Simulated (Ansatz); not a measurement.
# CH₅ClOSn: small, medium and large basis sets

One table from this session's results is given with a row withheld; the runs are named, their logs left out.

Method: one geometry, several basis sets; program: Ansatz 0.2.0, Gaussian basis.

The runs, in order: PBE0-D4/def2-SVP; ωB97M-V/def2-SVP; PBE0-D4/def2-QZVPP; ωB97M-V/def2-QZVPP; the functionals' def2-TZVPP values are taken from earlier runs.

### The geometry

The geometry comes from an earlier relaxation with PBE0-D4 in a triple-zeta def2 set; it is a stationary point, not always the lowest conformer. Sn takes the def2 core potential; no spin-orbit term is included.

SMILES `[CH3][SnH]([OH])[Cl]`, 9 atoms, charge 0, spin multiplicity 1.

Atoms are counted from 1 here; the program's logs count them from 0.

Bond lengths: C1–Sn2 2.113 Å, C1–H5 1.089 Å, C1–H6 1.089 Å, C1–H7 1.090 Å, Sn2–O3 1.957 Å, Sn2–Cl4 2.339 Å, Sn2–H8 1.706 Å, O3–H9 0.960 Å. Angles: Sn2–C1–H5 110.0°, Sn2–C1–H6 108.2°, Sn2–C1–H7 109.6°, H5–C1–H6 109.7°, H5–C1–H7 109.8°, H6–C1–H7 109.6°, C1–Sn2–O3 105.1°, C1–Sn2–Cl4 109.1°, C1–Sn2–H8 120.2°, O3–Sn2–Cl4 106.3°, O3–Sn2–H8 110.1°, Cl4–Sn2–H8 105.4°, Sn2–O3–H9 113.9°.

Set-up of the first run:

Contents of in.yaml:

```yaml
crystal:
  periodic: [false, false, false]
  atoms:
    - {symbol: C, position_ang: [0.238711, 1.231585, -0.775247]}
    - {symbol: Sn, position_ang: [-0.039557, -0.718955, -0.010965]}
    - {symbol: O, position_ang: [0.421637, -0.593697, 1.886896]}
    - {symbol: Cl, position_ang: [-2.314799, -1.256156, -0.098113]}
    - {symbol: H, position_ang: [-0.076960, 1.271920, -1.816894]}
    - {symbol: H, position_ang: [-0.364123, 1.917869, -0.181976]}
    - {symbol: H, position_ang: [1.290150, 1.507637, -0.697398]}
    - {symbol: H, position_ang: [0.766037, -2.042784, -0.724217]}
    - {symbol: H, position_ang: [0.167203, -1.363519, 2.400913]}
basis:
  gaussian: {orbitals: def2-SVP}
hamiltonian: {xc: pbe0, dispersion: d4}
output: {orbitals: {seedname: orbitals}}
```

Command:

```sh
$ ansatz run in.yaml --threads 4 --pin off --events-out ev --progress --plain --max-ram 10444MiB
```

Steps of the session up to this table: PBE0-D4 in def2-SVP; ωB97M-V in def2-SVP; PBE0-D4 in def2-QZVPP; ωB97M-V in def2-QZVPP.

One table of the session follows, with a row left open; its other results are not shown here.

It belongs to the step «Functionals by basis». 

```
functional       basis  HOMO (eV)
   PBE0-D4    def2-SVP      -8.24
   PBE0-D4  def2-TZVPP      -8.43
   PBE0-D4  def2-QZVPP          ?
   ωB97M-V    def2-SVP     -10.45
   ωB97M-V  def2-TZVPP     -10.67
   ωB97M-V  def2-QZVPP     -10.70
```

**Question.** Estimate the row for PBE0-D4, def2-QZVPP.

**Answer.** HOMO (eV): -8.47. In the column «HOMO (eV)» it lies between ωB97M-V, def2-SVP (-10.45) and PBE0-D4, def2-TZVPP (-8.43).
